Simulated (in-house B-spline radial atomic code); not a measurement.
# Ru³⁺ in a hard spherical wall

Aim: energy and levels of Ru³⁺ squeezed by an impenetrable sphere of shrinking radius. More than one configuration is followed.

Method: non-relativistic PBE, spin-polarised, spherical fractional occupations, point nucleus, basis-set limit. Code: in-house B-spline radial atomic code version 1.

**1. What is computed**

```
element       : ruthenium (Z = 44)
charge        : +3
electrons     : 41
configuration : [Kr] 4d5
Hamiltonian   : non-relativistic
nucleus       : point
```

The outer shells:

[Kr] 4d5
```
[Kr] core
4d [↑ ][↑ ][↑ ][↑ ][↑ ]
```

Where spins are not typed, each open shell is filled with up spins first.

Input settings:

```ini
Z = 44
electrons = 41.0
configuration = [Kr] 4d5
hamiltonian = nr
method = pbe,pbe
spin_polarised = True
```

This reference run was done before. Its total energy is -4441.286230 hartree, and its levels are (the highest eight at most):

```csv
orbital,occupation,energy (eV),<r> (bohr)
3p down,3,-474.68,0.4082
3d up,5,-312.78,0.3836
3d down,5,-312.03,0.3834
4s up,1,-107.68,1.040
4s down,1,-103.70,1.035
4p up,3,-81.156,1.121
4p down,3,-77.016,1.117
4d up,5,-39.353,1.418
```

**2. Wall at 4.2 bohr, configuration [Kr] 4d5**

Changes to the settings of step 1:

```diff
@@ -6 +6,2 @@
 spin_polarised = True
+wall_radius = 4.2
```

From the run's result record (rounded, not every field):

```text
{
  "status": "converged",
  "scf [iteration, energy, orbital gradient]": [
    [1, -4432.99208059, 0.543],
    [2, -4437.21200495, 0.341],
    [3, -4441.1344329, 0.0609],
    [4, -4441.26914497, 0.0119],
    [5, -4441.272818, 0.00692],
    [6, -4441.27411668, 0.00191],
    [7, -4441.27421506, 0.00022],
    [8, -4441.27421575, 2.26e-05],
    [9, -4441.27421575, 9.42e-07],
    [10, -4441.27421575, 6.37e-08]
  ],
  "energy [hartree]": {"total": -4441.27421575, "kinetic": 4439.48922244, "nuclear": -10522.5293087, "coulomb": 1771.66785004, "xc": -129.901979548},
  "orbitals [hartree, bohr; first row names the columns]": [
    ["name", "occ", "eps", "<r>"],
    ["1s up", 1.0, -785.20362, 0.03463],
    ["1s down", 1.0, -785.20402, 0.03463],
    ["2s up", 1.0, -111.94921, 0.15089],
    ["2s down", 1.0, -111.91756, 0.15088],
    ["2p up", 3.0, -103.66642, 0.12916],
    ["2p down", 3.0, -103.64335, 0.12914],
    ["3s up", 1.0, -20.693124, 0.41486],
    ["3s down", 1.0, -20.678286, 0.41476],
    ["3p up", 3.0, -17.447048, 0.40833],
    ["3p down", 3.0, -17.429566, 0.4082],
    ["3d up", 5.0, -11.480027, 0.38359],
    ["3d down", 5.0, -11.45219, 0.38342],
    ["4s up", 1.0, -3.9456945, 1.0404],
    ["4s down", 1.0, -3.7983654, 1.0355],
    ["4p up", 3.0, -2.971319, 1.1215],
    ["4p down", 3.0, -2.8183504, 1.1176],
    ["4d up", 5.0, -1.4343848, 1.405]
  ],
  "sum_r [bohr^k]": {"-1": 239.1484, "1": 24.07846, "2": 25.99653},
  "pressure [GPa]": 4.191988,
  "energy_minus_base [hartree]": 0.0120144665
}
```

Wall time 0.12 s (1 thread, shared host).

energy_minus_base is the energy less that of the reference run. pressure is −dE/dV on the wall, from the slope of the orbitals there.

**3. Wall at 2.04 bohr, configuration [Kr] 4d5**

Changes to the settings of step 2:

```diff
@@ -6,2 +6,2 @@
 spin_polarised = True
-wall_radius = 4.2
+wall_radius = 2.04
```

Main fields:

```text
{
  "status": "converged",
  "scf [iteration, energy, orbital gradient]": [
    [1, -4435.95202604, 0.538],
    [2, -4436.84591737, 0.164],
    [3, -4437.18498077, 0.0303],
    [4, -4437.19854585, 0.00774],
    [5, -4437.19895806, 0.00366],
    [6, -4437.19915094, 0.000551],
    [7, -4437.19915366, 1.23e-05],
    [8, -4437.19915367, 7.62e-07],
    [9, -4437.19915367, 1.22e-08]
  ],
  "energy [hartree]": {"total": -4437.19915367, "kinetic": 4460.48318284, "nuclear": -10578.857358, "coulomb": 1812.86359801, "xc": -131.68857655},
  "orbitals [hartree, bohr; first row names the columns]": [
    ["name", "occ", "eps", "<r>"],
    ["1s up", 1.0, -783.92353, 0.034631],
    ["1s down", 1.0, -783.92371, 0.03463],
    ["2s up", 1.0, -110.71438, 0.15093],
    ["2s down", 1.0, -110.66446, 0.15091],
    ["2p up", 3.0, -102.41981, 0.12919],
    ["2p down", 3.0, -102.38322, 0.12917],
    ["3s up", 1.0, -19.596638, 0.416],
    ["3s down", 1.0, -19.573118, 0.41585],
    ["3p up", 3.0, -16.348397, 0.4098],
    ["3p down", 3.0, -16.320708, 0.4096],
    ["3d up", 5.0, -10.370723, 0.3861],
    ["3d down", 5.0, -10.3269, 0.38585],
    ["4s up", 1.0, -3.1539505, 1.0052],
    ["4s down", 1.0, -2.9623493, 1.0022],
    ["4p up", 3.0, -2.1330363, 1.0421],
    ["4p down", 3.0, -1.938119, 1.0396],
    ["4d up", 5.0, -0.36697613, 1.1046]
  ],
  "sum_r [bohr^k]": {"-1": 240.4286, "1": 22.07135, "2": 19.6981},
  "pressure [GPa]": 6968.476,
  "energy_minus_base [hartree]": 4.08707655
}
```

It took 0.1 s on 1 thread, shared host.

**4. Wall at 4.2 bohr, configuration [Ar] 3d10 4s2 4p5 4d6**

Input settings:

```ini
Z = 44
electrons = 41.0
configuration = [Ar] 3d10 4s2 4p5 4d6
hamiltonian = nr
method = pbe,pbe
spin_polarised = True
wall_radius = 4.2
```

Main fields:

```text
{
  "status": "converged",
  "scf [iteration, energy, orbital gradient]": [
    [1, -4430.7614041, 0.543],
    [2, -4435.22170035, 0.355],
    [3, -4439.57680582, 0.0608],
    [4, -4439.72833028, 0.0114],
    [5, -4439.73224348, 0.00685],
    [6, -4439.73361072, 0.00214],
    [7, -4439.73376593, 0.000234],
    [8, -4439.73376734, 1.31e-05],
    [9, -4439.73376734, 9.19e-07],
    [10, -4439.73376734, 8.13e-08]
  ],
  "energy [hartree]": {"total": -4439.73376734, "kinetic": 4437.96593953, "nuclear": -10516.2060165, "coulomb": 1768.27055247, "xc": -129.76424281},
  "orbitals [hartree, bohr; first row names the columns]": [
    ["name", "occ", "eps", "<r>"],
    ["1s up", 1.0, -785.34376, 0.03463],
    ["1s down", 1.0, -785.33686, 0.03463],
    ["2s up", 1.0, -112.04607, 0.15089],
    ["2s down", 1.0, -112.01547, 0.15087],
    ["2p up", 3.0, -103.76933, 0.12915],
    ["2p down", 3.0, -103.74314, 0.12913],
    ["3s up", 1.0, -20.78919, 0.41481],
    ["3s down", 1.0, -20.769029, 0.41467],
    ["3p up", 3.0, -17.543656, 0.40826],
    ["3p down", 3.0, -17.520161, 0.40808],
    ["3d up", 5.0, -11.574223, 0.38353],
    ["3d down", 5.0, -11.541838, 0.38323],
    ["4s up", 1.0, -4.0084324, 1.0355],
    ["4s down", 1.0, -3.8454051, 1.0337],
    ["4p up", 3.0, -3.0279798, 1.114],
    ["4p down", 2.0, -2.8634417, 1.115],
    ["4d up", 5.0, -1.4738027, 1.3858],
    ["4d down", 1.0, -1.3200025, 1.4129]
  ],
  "sum_r [bohr^k]": {"-1": 239.0047, "1": 24.24157, "2": 26.50023},
  "pressure [GPa]": 4.612362,
  "energy_minus_base [hartree]": 1.55246288
}
```

Run time: 0.12 s. Hardware: 1 thread, shared host.

**5. Wall at 2.04 bohr, configuration [Ar] 3d10 4s2 4p5 4d6**

Changes to the settings of step 4:

```diff
@@ -6,2 +6,2 @@
 spin_polarised = True
-wall_radius = 4.2
+wall_radius = 2.04
```

Main fields:

```text
{
  "status": "converged",
  "scf [iteration, energy, orbital gradient]": [
    [1, -4434.14617156, 0.54],
    [2, -4435.06707887, 0.169],
    [3, -4435.4152717, 0.0313],
    [4, -4435.42927541, 0.00772],
    [5, -4435.42970567, 0.0038],
    [6, -4435.42990562, 0.000546],
    [7, -4435.42990818, 1.33e-05],
    [8, -4435.42990819, 7.68e-07],
    [9, -4435.42990819, 1.98e-08]
  ],
  "energy [hartree]": {"total": -4435.42990819, "kinetic": 4459.67074096, "nuclear": -10574.9475561, "coulomb": 1811.46415319, "xc": -131.617246221},
  "orbitals [hartree, bohr; first row names the columns]": [
    ["name", "occ", "eps", "<r>"],
    ["1s up", 1.0, -784.00683, 0.03463],
    ["1s down", 1.0, -783.99924, 0.03463],
    ["2s up", 1.0, -110.74611, 0.15093],
    ["2s down", 1.0, -110.70162, 0.15091],
    ["2p up", 3.0, -102.45853, 0.12918],
    ["2p down", 3.0, -102.42176, 0.12916],
    ["3s up", 1.0, -19.63715, 0.416],
    ["3s down", 1.0, -19.610183, 0.41583],
    ["3p up", 3.0, -16.389139, 0.40979],
    ["3p down", 3.0, -16.357636, 0.40957],
    ["3d up", 5.0, -10.407121, 0.38615],
    ["3d down", 5.0, -10.362391, 0.3858],
    ["4s up", 1.0, -3.1766589, 1.0038],
    ["4s down", 1.0, -2.9813849, 1.0021],
    ["4p up", 3.0, -2.154008, 1.0406],
    ["4p down", 2.0, -1.9571157, 1.0394],
    ["4d up", 5.0, -0.38446012, 1.103],
    ["4d down", 1.0, -0.18781577, 1.103]
  ],
  "sum_r [bohr^k]": {"-1": 240.3397, "1": 22.12016, "2": 19.81464},
  "pressure [GPa]": 7231.968,
  "energy_minus_base [hartree]": 5.85632203
}
```

Wall time 0.1 s (1 thread, shared host).

**6. Wall at 4.2 bohr, configuration [Kr] 4d4 4f1**

Input settings:

```ini
Z = 44
electrons = 41.0
configuration = [Kr] 4d4 4f1
hamiltonian = nr
method = pbe,pbe
spin_polarised = True
wall_radius = 4.2
```

Main fields:

```text
{
  "status": "converged",
  "scf [iteration, energy, orbital gradient]": [
    [1, -4431.69463724, 0.543],
    [2, -4435.81835828, 0.343],
    [3, -4439.88190298, 0.0547],
    [4, -4439.99657463, 0.00981],
    [5, -4439.99946883, 0.00598],
    [6, -4440.00052917, 0.00162],
    [7, -4440.00058778, 0.000187],
    [8, -4440.00058801, 1.94e-05],
    [9, -4440.00058801, 7.72e-07],
    [10, -4440.00058801, 6.5e-08]
  ],
  "energy [hartree]": {"total": -4440.00058801, "kinetic": 4438.76246119, "nuclear": -10513.4403075, "coulomb": 1764.27227014, "xc": -129.595011884},
  "orbitals [hartree, bohr; first row names the columns]": [
    ["name", "occ", "eps", "<r>"],
    ["1s up", 1.0, -785.4137, 0.03463],
    ["1s down", 1.0, -785.41418, 0.03463],
    ["2s up", 1.0, -112.16134, 0.15089],
    ["2s down", 1.0, -112.13482, 0.15088],
    ["2p up", 3.0, -103.87976, 0.12915],
    ["2p down", 3.0, -103.8605, 0.12914],
    ["3s up", 1.0, -20.884659, 0.41473],
    ["3s down", 1.0, -20.871524, 0.41462],
    ["3p up", 3.0, -17.638873, 0.40816],
    ["3p down", 3.0, -17.623536, 0.40803],
    ["3d up", 5.0, -11.673802, 0.3833],
    ["3d down", 5.0, -11.649838, 0.38312],
    ["4s up", 1.0, -4.0853035, 1.0345],
    ["4s down", 1.0, -3.9516388, 1.0291],
    ["4p up", 3.0, -3.1036531, 1.1122],
    ["4p down", 3.0, -2.9636262, 1.1068],
    ["4d up", 4.0, -1.5450984, 1.3777],
    ["4f up", 1.0, -0.24846049, 2.1701]
  ],
  "sum_r [bohr^k]": {"-1": 238.9418, "1": 24.65741, "2": 28.36697},
  "pressure [GPa]": 21.08052,
  "energy_minus_base [hartree]": 1.28564221
}
```

Run time: 0.13 s. Hardware: 1 thread, shared host.

**7. Wall at 2.04 bohr, configuration [Kr] 4d4 4f1**

Changes to the settings of step 6:

```diff
@@ -6,2 +6,2 @@
 spin_polarised = True
-wall_radius = 4.2
+wall_radius = 2.04
```

Main fields:

```text
{
  "status": "converged",
  "scf [iteration, energy, orbital gradient]": [
    [1, -4433.92289753, 0.539],
    [2, -4434.85247274, 0.18],
    [3, -4435.21253123, 0.0329],
    [4, -4435.22681589, 0.00781],
    [5, -4435.22724418, 0.00401],
    [6, -4435.22744667, 0.000594],
    [7, -4435.22744938, 1.34e-05],
    [8, -4435.22744938, 8.04e-07],
    [9, -4435.22744938, 1.12e-08]
  ],
  "energy [hartree]": {"total": -4435.22744938, "kinetic": 4459.67393012, "nuclear": -10573.7848531, "coulomb": 1810.443687, "xc": -131.56021335},
  "orbitals [hartree, bohr; first row names the columns]": [
    ["name", "occ", "eps", "<r>"],
    ["1s up", 1.0, -784.04159, 0.034631],
    ["1s down", 1.0, -784.04194, 0.03463],
    ["2s up", 1.0, -110.8209, 0.15091],
    ["2s down", 1.0, -110.78114, 0.1509],
    ["2p up", 3.0, -102.53112, 0.12918],
    ["2p down", 3.0, -102.50208, 0.12916],
    ["3s up", 1.0, -19.648993, 0.41578],
    ["3s down", 1.0, -19.624715, 0.41554],
    ["3p up", 3.0, -16.401864, 0.40951],
    ["3p down", 3.0, -16.374324, 0.40921],
    ["3d up", 5.0, -10.428962, 0.38559],
    ["3d down", 5.0, -10.389114, 0.38517],
    ["4s up", 1.0, -3.1698183, 1.0044],
    ["4s down", 1.0, -2.9801269, 1.0012],
    ["4p up", 3.0, -2.1483514, 1.0413],
    ["4p down", 3.0, -1.9550997, 1.0385],
    ["4d up", 4.0, -0.38183044, 1.1038],
    ["4f up", 1.0, 1.5914478, 1.1651]
  ],
  "sum_r [bohr^k]": {"-1": 240.3133, "1": 22.11259, "2": 19.78293},
  "pressure [GPa]": 7289.213,
  "energy_minus_base [hartree]": 6.05878084
}
```

Wall time 0.11 s (1 thread, shared host).

**8. Results**

| configuration | radius (bohr) | energy above the free system (eV) | pressure (GPa) | highest level (eV) |
| --- | --- | --- | --- | --- |
| [Kr] 4d5 | 4.2 | 0.327 | 4.19 | -39.032 (4d up) |
| [Kr] 4d5 | 2.04 | 111.22 | 6968 | -9.986 (4d up) |
| [Ar] 3d10 4s2 4p5 4d6 | 4.2 | 42.245 | 4.61 | -35.919 (4d down) |
| [Ar] 3d10 4s2 4p5 4d6 | 2.04 | 159.36 | 7232 | -5.111 (4d down) |
| [Kr] 4d4 4f1 | 4.2 | 34.984 | 21.1 | -6.761 (4f up) |
| [Kr] 4d4 4f1 | 2.04 | 164.87 | 7289 | 43.306 (4f up) |

For [Kr] 4d5 the energy above the free reference is 0.327 eV at 4.2 bohr and 111.22 eV at 2.04 bohr, where the electrons press on it with 6968 GPa. Of [Kr] 4d5 and [Ar] 3d10 4s2 4p5 4d6, the first stays lower at every radius that both share. At 2.04 bohr the lowest of all 3 is [Kr] 4d5. A hard wall is a crude model of an atom's surroundings.
